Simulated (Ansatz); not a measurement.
# GeH(OMe)3 (C3H10GeO3): structure and electronic state

What does GeH(OMe)3 (C3H10GeO3) look like as a singlet, and where do its frontier electrons sit?

Computed with Ansatz 0.2.0, Gaussian basis. Level: RKS PBE0-D4/def2-TZVP.

Plan: relaxation at B3LYP-D4/def2-SVP; a single point at PBE0-D4/def2-TZVP.

3 further runs of the same task are left out: 1 that didn't finish, 2 set aside as unsound or not needed.

## Step 1: Starting geometry

17 atoms, charge 0, spin multiplicity 1.

Atoms are counted from 1 here; the program's logs count them from 0.

Bond lengths: Ge1–H2 1.517 Å, Ge1–O3 1.743 Å, Ge1–O8 1.741 Å, Ge1–O13 1.743 Å, O3–C4 1.417 Å, C4–H5 1.092 Å, C4–H6 1.091 Å, C4–H7 1.091 Å, O8–C9 1.418 Å, C9–H10 1.092 Å, C9–H11 1.091 Å, C9–H12 1.090 Å, O13–C14 1.417 Å, C14–H15 1.091 Å, C14–H16 1.091 Å, C14–H17 1.090 Å. Angles: H2–Ge1–O3 111.4°, H2–Ge1–O8 111.7°, H2–Ge1–O13 111.5°, O3–Ge1–O8 107.2°, O3–Ge1–O13 107.5°, O8–Ge1–O13 107.3°, Ge1–O3–C4 127.3°, O3–C4–H5 111.2°, O3–C4–H6 106.6°, O3–C4–H7 111.2°, H5–C4–H6 109.3°, H5–C4–H7 109.0°, H6–C4–H7 109.5°, Ge1–O8–C9 127.3°, O8–C9–H10 111.1°, O8–C9–H11 106.6°, O8–C9–H12 111.2°, H10–C9–H11 109.3° and more.

Geometry (Å):

```
Ge    0.01991    0.01084    0.50943
H     0.09464    0.05249    2.02369
O     1.60582   -0.11691   -0.20352
C     2.44703   -1.25721   -0.22631
H     2.77759   -1.52452    0.77917
H     3.31458   -0.99161   -0.83263
H     1.93905   -2.11299   -0.67217
O    -0.72237    1.44714   -0.13774
C    -0.14262    2.73512   -0.25775
H     0.00336    3.19305    0.72254
H    -0.84227    3.33861   -0.83774
H     0.81563    2.68963   -0.77529
O    -0.91611   -1.35055   -0.04530
C    -2.32636   -1.48932   -0.01177
H    -2.68800   -1.58083    1.01372
H    -2.56250   -2.40236   -0.56040
H    -2.81739   -0.64057   -0.48793
```

The start is a GFN2-xTB geometry.

## Step 2: Relaxation at B3LYP-D4/def2-SVP

Contents of in.yaml:

```yaml
crystal:
  periodic: [false, false, false]
  atoms:
    - {symbol: Ge, position_ang: [0.019910, 0.010840, 0.509430]}
    - {symbol: H, position_ang: [0.094640, 0.052490, 2.023690]}
    - {symbol: O, position_ang: [1.605820, -0.116910, -0.203520]}
    - {symbol: C, position_ang: [2.447030, -1.257210, -0.226310]}
    - {symbol: H, position_ang: [2.777590, -1.524520, 0.779170]}
    - {symbol: H, position_ang: [3.314580, -0.991610, -0.832630]}
    - {symbol: H, position_ang: [1.939050, -2.112990, -0.672170]}
    - {symbol: O, position_ang: [-0.722370, 1.447140, -0.137740]}
    - {symbol: C, position_ang: [-0.142620, 2.735120, -0.257750]}
    - {symbol: H, position_ang: [0.003360, 3.193050, 0.722540]}
    - {symbol: H, position_ang: [-0.842270, 3.338610, -0.837740]}
    - {symbol: H, position_ang: [0.815630, 2.689630, -0.775290]}
    - {symbol: O, position_ang: [-0.916110, -1.350550, -0.045300]}
    - {symbol: C, position_ang: [-2.326360, -1.489320, -0.011770]}
    - {symbol: H, position_ang: [-2.688000, -1.580830, 1.013720]}
    - {symbol: H, position_ang: [-2.562500, -2.402360, -0.560400]}
    - {symbol: H, position_ang: [-2.817390, -0.640570, -0.487930]}
basis:
  gaussian: {orbitals: def2-SVP}
hamiltonian: {xc: {name: B3LYP}, dispersion: d4}
scf: {lower_state_search: "off"}
output: {orbitals: {seedname: orbitals}}
relax: {f_tol: 0.02, max_steps: 100}
```

The run is started by

```sh
$ ansatz run in.yaml --threads 4 --pin off --events-out ev --progress --plain --max-ram 4787MiB
```

After this run come: Single point, PBE0-D4/def2-TZVP.

**Question.** What will the summary of the whole plan be? Wanted: point group; commonest bond, hydrogen aside; HOMO, LUMO at PBE0-D4/def2-TZVP; dipole at B3LYP-D4/def2-SVP.

**Answer**, as computed:

| quantity | value |
| --- | --- |
| point group | C1 |
| commonest bond, hydrogen aside | Ge–O, 3 of mean length 1.772 Å |
| HOMO, LUMO at PBE0-D4/def2-TZVP | -7.93, 0.69 eV |
| dipole at B3LYP-D4/def2-SVP | 1.34 D |

**Reading.** The molecule keeps its bonding pattern by the stored test; the atoms moved 0.69 Å (rms). No usable vibrations, so a minimum isn't proven. The point group is read from a loosely relaxed geometry; soft torsions can leave it below the true symmetry.
